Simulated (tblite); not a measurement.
# C4H10O2Si2: the cost of one run

Programs: tblite 0.8.0 and PySCF 2.14.0, with density-fitted response routines of our own. Each step states its level of theory. These are calculated values for one molecule in the gas phase, unless marked as measured. Atoms count from 0, in the outputs and in this text.

### Step 1. Starting geometry

18 atoms, charge 0, multiplicity 1; geometry from: force field or distance geometry start.

Bonds of the start (Å): C0–C1 1.47, C1–O2 1.24, C1–C3 1.50, C3–Si4 1.85, Si4–C5 1.88, C5–O6 1.41, O6–Si7 1.72, C5–C3 1.49, C0–H8 1.12, C0–H9 1.10, C0–H10 1.10, C3–H11 1.11, Si4–H12 1.45, Si4–H13 1.45, C5–H14 1.10, Si7–H15 1.47, Si7–H16 1.48, Si7–H17 1.45.

### Step 2. Optimising the geometry with GFN2-xTB

What the job is given:

```
{"job": {"kind": "relax", "xc": "GFN2-xTB", "basis": "xTB"}, "charge": 0, "multiplicity": 1}
C     -2.936000     0.721900    -0.735600
C     -1.808000     0.202100     0.057900
O     -1.736500     0.294300     1.291700
C     -0.636900    -0.491200    -0.583500
Si     0.136900    -1.954300     0.235400
C      0.728200    -0.193100    -0.068500
O      1.718100    -0.071700    -1.065100
Si     3.046200     0.899500    -0.560900
H     -3.270100     1.717300    -0.347700
H     -2.570100     0.822700    -1.767100
H     -3.805400     0.052100    -0.653400
H     -0.783100    -0.544100    -1.681600
H      0.852000    -2.924900    -0.578800
H     -0.173800    -2.324000     1.607700
H      0.924500     0.340200     0.871000
H      3.643400     1.605900    -1.704900
H      4.082000    -0.003600    -0.012900
H      2.579900     1.857100     0.419800
```

The run is started by

```console
$ OMP_NUM_THREADS=1 python probes_run.py task.json out
```

The driver reads the jobs from task.json and runs them one after another.

Q: Estimate the wall time of this first job on 1 thread of Arm Neoverse N1, shared host.

About 1.9 s.
